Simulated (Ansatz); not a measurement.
The system is Mg2NCl.

```
Cl Mg N
1.0
     1.66067    0.95879    6.00298
    -1.66067    0.95879    6.00298
     0.00000   -1.91757    6.00298
Cl Mg N
1 2 1
Direct
  0.00000 0.00000 0.00000
  0.77719 0.77719 0.77719
  0.22282 0.22282 0.22282
  0.50000 0.50000 0.50000
```

The cell comes from a database or a generator and needn't be the stable form of this composition.

| Property | Result |
| --- | --- |
| Program | Ansatz 0.2.0 |
| Task | single point |
| Functional | PBE |
| Potentials or basis | Ansatz PAW |
| Cutoff | 420 eV (not typed: the program's choice for these potentials) |
| k mesh | 9 × 9 × 9 |
| Occupations | fermi-dirac, width 0.05 eV |
| Spin | no spin polarisation |

On this cell: pressure -0.1 GPa; largest force 0.009 eV/Å; band gap on the k mesh 2.25 eV, direct.

The same run follows on a disturbed copy (atoms moved at random, drawn with an rms of 0.05 Å):

```
CELL_PARAMETERS angstrom
1.66067 0.95879 6.00298
-1.66067 0.95879 6.00298
0.00000 -1.91757 6.00298
ATOMIC_POSITIONS crystal
Cl 0.99755 0.00649 0.99483
Mg 0.78465 0.77166 0.77599
Mg 0.23436 0.21642 0.21444
N 0.50099 0.50908 0.49053
```

Question: What changes?

Answer: The energy moves by +2.6 meV/atom; pressure 0.3 GPa; largest force 0.340 eV/Å; band gap on the k mesh 2.31 eV, direct.

Forces in eV/Å, atoms in the order of the input:
```
Cl   0.006  0.005  0.034
Mg  -0.113  0.106 -0.173
Mg  -0.191  0.018  0.241
N    0.297 -0.129 -0.102
```

Stress tensor (GPa, compression positive):
```
 0.19 -0.03 -0.20
-0.03  0.03 -0.21
-0.20 -0.21  0.63
```

Caveats: odd divisions of the mesh miss points on the zone boundary, where band edges often lie, so the gap on the mesh can be too wide.

A k mesh can miss the band edges.
